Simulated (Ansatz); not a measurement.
# Cl2Ge2H4: the cost of one run

Program: Ansatz 0.2.0, driven from Python. Level of theory: CAM-B3LYP/def2-SVP. These are calculated values, not measurements.

## 1. The system

Bond lengths: Cl1–Ge2 2.200 Å, Ge2–Cl3 2.152 Å, Ge2–Ge4 2.335 Å, Ge2–H5 1.556 Å, Ge4–H6 1.564 Å, Ge4–H7 1.541 Å, Ge4–H8 1.573 Å. Angles: Cl1–Ge2–Cl3 108.8°, Cl1–Ge2–Ge4 111.5°, Cl1–Ge2–H5 108.3°, Cl3–Ge2–Ge4 109.3°, Cl3–Ge2–H5 110.7°, Ge4–Ge2–H5 108.2°, Ge2–Ge4–H6 112.3°, Ge2–Ge4–H7 111.5°, Ge2–Ge4–H8 109.0°, H6–Ge4–H7 109.5°, H6–Ge4–H8 106.7°, H7–Ge4–H8 107.5°.

No structure file is read: the coordinates are typed or built in the script.

## 2. The code

File cl2ge2h4.py:

```python
"""Potential curve of Cl2Ge2H4 along one bond."""

import ansatz as az
import numpy as np

GEOMETRY = """
Cl    1.23990   -2.37050   -0.81800
Ge    0.99960   -0.47540    0.27310
Cl    0.93250   -0.89480    2.38300
Ge   -0.95540    0.63400   -0.35750
H     2.20970    0.44100   -0.06700
H    -1.16530    1.96470    0.43640
H    -0.97630    0.92720   -1.87000
H    -2.19260   -0.28310   -0.03580
"""

molecule = az.Crystal.molecule()
for line in GEOMETRY.strip().splitlines():
    symbol, *xyz = line.split()
    molecule = molecule.atom(symbol, [float(v) for v in xyz])

symbols = [site.symbol for site in molecule.cartesian_sites]
start = np.array([site.position_ang for site in molecule.cartesian_sites])
axis = (start[5] - start[3]) / np.linalg.norm(start[5] - start[3])
moving = [5]
lengths, energies = [1.33, 1.44, 1.56, 1.72, 1.95, 2.35, 2.81, 3.44], []
for length in lengths:
    xyz = start.copy()
    xyz[moving] += (length - np.linalg.norm(start[5] - start[3])) * axis
    point = az.Crystal.molecule()
    for symbol, place in zip(symbols, xyz):
        point = point.atom(symbol, place.tolist())
    job = (
        point.calculation()
        .basis(gaussian="def2-SVP")
        .functional("CAM-B3LYP")
        .scf(lower_state_search="light")
    )
    rep = job.run(threads=1, pin="off").report
    energies.append(rep["free_energy_ev"])
    print(f"r = {length:6.3f} A  E = {energies[-1]:.5f} eV  <S^2> = {abs(rep['mean_field']['state']['spin_squared']):.3f}")

print("energy above the lowest point (eV):", [round(e - min(energies), 3) for e in energies])
```

## 3. What the engine is handed

The package turns the script's settings into the engine's input (first run):

```yaml
crystal:
  periodic: [false, false, false]
  atoms:
    - { symbol: Cl, position_ang: [1.2399, -2.3705, -0.818] }
    - { symbol: Ge, position_ang: [0.9996, -0.4754, 0.2731] }
    - { symbol: Cl, position_ang: [0.9325, -0.8948, 2.383] }
    - { symbol: Ge, position_ang: [-0.9554, 0.634, -0.3575] }
    - { symbol: H, position_ang: [2.2097, 0.441, -0.067] }
    - { symbol: H, position_ang: [-1.1339319588554966, 1.7658364823678387, 0.31775737082124234] }
    - { symbol: H, position_ang: [-0.9763, 0.9272, -1.87] }
    - { symbol: H, position_ang: [-2.1926, -0.2831, -0.0358] }
basis:
  gaussian:
    orbitals: def2-SVP
hamiltonian:
  xc: cam_b3lyp
scf:
  lower_state_search: light
```

## 4. Running it

Started as:

```sh
> python cl2ge2h4.py
```

What time and memory should one allow on 1 thread of Arm Neoverse V1, shared host?

About 54 s, with a peak of 0.45 GiB.
